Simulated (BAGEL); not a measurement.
**SiH4O3 (SMILES O[SiH](O)O): HF/6-311+G(d,p) (density fitting with qzvpp-jkfit)**

What is the vertical electron affinity of SiH4O3 at HF/6-311+G** (density fitting with qzvpp-jkfit)? 

The results are computed with BAGEL 1.2.2.

3 further runs of the same task are left out: 1 that didn't finish, 2 set aside as unsound or not needed.

**1. The molecule**

SiH4O3 has 8 atoms, charge 0, and is taken as a singlet. As SMILES, `O[SiH](O)O`. Geometry: relaxed at PBE0-D4/def2-TZVP. This is one conformer, not always the lowest.

Bond lengths: O1–Si2 1.630 Å, Si2–O3 1.641 Å, Si2–O4 1.633 Å, O1–H5 0.959 Å, Si2–H6 1.476 Å, O3–H7 0.958 Å, O4–H8 0.958 Å. Angles: O1–Si2–O3 114.4°, O1–Si2–O4 109.0°, O3–Si2–O4 105.0°, O1–Si2–H6 104.5°, O3–Si2–H6 110.6°, O4–Si2–H6 113.5°, Si2–O1–H5 117.6°, Si2–O3–H7 117.9°, Si2–O4–H8 116.6°.

**2. The energy at HF/6-311+G(d,p) (density fitting with qzvpp-jkfit)**

Input file job.json:

```json
{ "bagel" : [

{
  "title" : "molecule",
  "basis" : "6-311+gss.json",
  "df_basis" : "qzvpp-jkfit",
  "angstrom" : "true",
  "geometry" : [
    { "atom" : "O", "xyz" : [    0.057900,    1.618800,   -0.225000 ] },
    { "atom" : "Si", "xyz" : [   -0.171600,    0.082600,    0.269200 ] },
    { "atom" : "O", "xyz" : [    1.169300,   -0.861100,    0.196500 ] },
    { "atom" : "O", "xyz" : [   -1.250800,   -0.639700,   -0.721300 ] },
    { "atom" : "H", "xyz" : [    0.176800,    1.769800,   -1.164500 ] },
    { "atom" : "H", "xyz" : [   -0.642800,    0.209400,    1.662000 ] },
    { "atom" : "H", "xyz" : [    1.894900,   -0.655000,    0.786800 ] },
    { "atom" : "H", "xyz" : [   -1.141700,   -1.581700,   -0.859700 ] }
  ]
},
{ "title" : "hf" },
{ "title" : "print", "file" : "orbitals.molden", "orbitals" : "true" }

]}
```

The basis set 6-311+G** is read from a file made from the Basis Set Exchange's data (not shown).

The run is started by

```sh
$ BAGEL_NUM_THREADS=1 BAGEL job.json > job.out
```

What it wrote:

```text
* using 1 threads per process

  ===============================================================
  ===============================================================

  *** Geometry ***

  { "atom" : "O", "xyz" : [      0.109415,      3.059089,     -0.425188 ] },
  { "atom" : "Si", "xyz" : [     -0.324277,      0.156091,      0.508714 ] },
  { "atom" : "O", "xyz" : [      2.209657,     -1.627243,      0.371331 ] },
  { "atom" : "O", "xyz" : [     -2.363669,     -1.208858,     -1.363059 ] },
  { "atom" : "H", "xyz" : [      0.334104,      3.344437,     -2.200586 ] },
  { "atom" : "H", "xyz" : [     -1.214716,      0.395709,      3.140725 ] },
  { "atom" : "H", "xyz" : [      3.580842,     -1.237771,      1.486837 ] },
  { "atom" : "H", "xyz" : [     -2.157500,     -2.988980,     -1.624598 ] },

  Number of auxiliary basis functions:      431

  Since a DF basis is specified, we compute 2- and 3-index integrals:
    o Being stored without compression. Storage requirement is 0.050 GB

  Number of basis functions:      120
  Number of electrons      :       42

    * METHOD: MOLECULE                             0.37

  *** RHF ***

  === Nuclear Repulsion ===
   189.2501223718

      * DIIS with orbital gradients will be used.

  === RHF iteration (6-311+gss.json) ===
      0       -515.53101920          0.03637837           0.12
      1       -515.85186068          0.02519219           0.12
      2       -516.08005242          0.00149714           0.12
      3       -516.08197798          0.00023022           0.12
      4       -516.08202803          0.00008389           0.12
      5       -516.08203286          0.00003159           0.12
      6       -516.08203347          0.00001055           0.12
      7       -516.08203354          0.00000188           0.12
      8       -516.08203355          0.00000087           0.12
      9       -516.08203355          0.00000028           0.12
     10       -516.08203355          0.00000007           0.12
     11       -516.08203355          0.00000003           0.12
     12       -516.08203355          0.00000001           0.12
     13       -516.08203355          0.00000000           0.12
    * SCF iteration converged.

    * Permanent dipole moment:
           (   -0.584306,     0.384768,    -0.028401) a.u.

    * METHOD: HF                                   1.93

    * METHOD: PRINT                                0.06

  ===============================================================
```

It took 2.5 s on 1 thread of Arm Neoverse N1, shared host; peak memory 0.15 GiB.

**3. The doublet anion at the same level**

Input file hf.json:

```json
{ "bagel" : [

{
  "title" : "molecule",
  "basis" : "6-311+gss.json",
  "df_basis" : "qzvpp-jkfit",
  "angstrom" : "true",
  "geometry" : [
    { "atom" : "O", "xyz" : [    0.057900,    1.618800,   -0.225000 ] },
    { "atom" : "Si", "xyz" : [   -0.171600,    0.082600,    0.269200 ] },
    { "atom" : "O", "xyz" : [    1.169300,   -0.861100,    0.196500 ] },
    { "atom" : "O", "xyz" : [   -1.250800,   -0.639700,   -0.721300 ] },
    { "atom" : "H", "xyz" : [    0.176800,    1.769800,   -1.164500 ] },
    { "atom" : "H", "xyz" : [   -0.642800,    0.209400,    1.662000 ] },
    { "atom" : "H", "xyz" : [    1.894900,   -0.655000,    0.786800 ] },
    { "atom" : "H", "xyz" : [   -1.141700,   -1.581700,   -0.859700 ] }
  ]
},
{ "title" : "uhf", "charge" : -1, "nopen" : 1 },
{ "title" : "print", "file" : "orbitals.molden", "orbitals" : "true" }

]}
```

The basis set 6-311+G** is read from a file made from the Basis Set Exchange's data (not shown).

The run is started by

```sh
$ BAGEL_NUM_THREADS=1 BAGEL hf.json > hf.out
```

What it wrote:

```text
* using 1 threads per process

  ===============================================================
  ===============================================================

  *** Geometry ***

  { "atom" : "O", "xyz" : [      0.109415,      3.059089,     -0.425188 ] },
  { "atom" : "Si", "xyz" : [     -0.324277,      0.156091,      0.508714 ] },
  { "atom" : "O", "xyz" : [      2.209657,     -1.627243,      0.371331 ] },
  { "atom" : "O", "xyz" : [     -2.363669,     -1.208858,     -1.363059 ] },
  { "atom" : "H", "xyz" : [      0.334104,      3.344437,     -2.200586 ] },
  { "atom" : "H", "xyz" : [     -1.214716,      0.395709,      3.140725 ] },
  { "atom" : "H", "xyz" : [      3.580842,     -1.237771,      1.486837 ] },
  { "atom" : "H", "xyz" : [     -2.157500,     -2.988980,     -1.624598 ] },

  Number of auxiliary basis functions:      431

  Since a DF basis is specified, we compute 2- and 3-index integrals:
    o Being stored without compression. Storage requirement is 0.050 GB

  Number of basis functions:      120
  Number of electrons      :       42

    * METHOD: MOLECULE                             0.37

  *** Open-shell HF ***

  === Nuclear Repulsion ===
   189.2501223718

      * DIIS with orbital gradients will be used.

  === UHF iteration (6-311+gss.json) ===
      0       -515.26148444          0.07680421           0.25
      1       -515.63003221          0.06331623           0.25
      2       -515.84933706          0.04223989           0.25
      3       -516.02071776          0.00161461           0.25
      4       -516.02350690          0.00072489           0.25
      5       -516.02413003          0.00031616           0.25
      6       -516.02443432          0.00022400           0.25
      7       -516.02466815          0.00021904           0.25
      8       -516.02482881          0.00020417           0.25
      9       -516.02522374          0.00017418           0.25
     10       -516.02579344          0.00014663           0.25
     11       -516.02569519          0.00010204           0.25
     12       -516.02585906          0.00012829           0.26
     13       -516.02585184          0.00005268           0.26
     14       -516.02587568          0.00001622           0.26
     15       -516.02587735          0.00000972           0.26
     16       -516.02587847          0.00000590           0.26
     17       -516.02587877          0.00000286           0.26
     18       -516.02587882          0.00000203           0.26
     19       -516.02587885          0.00000177           0.26
     20       -516.02587888          0.00000137           0.26
     21       -516.02587890          0.00000104           0.26
     22       -516.02587890          0.00000079           0.26
     23       -516.02587891          0.00000060           0.26
     24       -516.02587891          0.00000042           0.26
     25       -516.02587891          0.00000032           0.26
     26       -516.02587892          0.00000019           0.26
     27       -516.02587892          0.00000013           0.26
     28       -516.02587892          0.00000010           0.26
     29       -516.02587892          0.00000006           0.26
     30       -516.02587892          0.00000004           0.26
     31       -516.02587892          0.00000003           0.25
     32       -516.02587892          0.00000002           0.25
     33       -516.02587892          0.00000002           0.26
     34       -516.02587892          0.00000001           0.25
    * SCF iteration converged.

    * S^2 (UHF) is 0.7506

    * Permanent dipole moment:
           (    2.390782,    -0.293351,     1.391285) a.u.

    * METHOD: UHF                                  9.22

    * METHOD: PRINT                                0.06

  ===============================================================
```

Run time: 9.9 s. Hardware: 1 thread of Arm Neoverse N1, shared host; peak memory 0.14 GiB.

**4. Summary of results**

Level: HF/6-311+G** (density fitting with qzvpp-jkfit).

| quantity | value |
| --- | --- |
| singlet SiH4O3: total energy | -516.08203 Eh |
| singlet SiH4O3: dipole moment | 1.78 D |
| singlet SiH4O3: HOMO energy | -13.13 eV |
| singlet SiH4O3: LUMO energy | 1.59 eV |
| singlet SiH4O3: HOMO–LUMO gap | 14.72 eV |
| doublet anion: total energy | -516.02588 Eh |
| doublet anion: ⟨S²⟩ | 0.751 |
| vertical electron affinity (to the doublet anion) | -1.528 eV |

The anion lies 1.53 eV (35 kcal/mol) above the neutral: the electron isn't bound at this level, and such a value depends on the basis. Hartree–Fock misses the correlation that binds many anions.
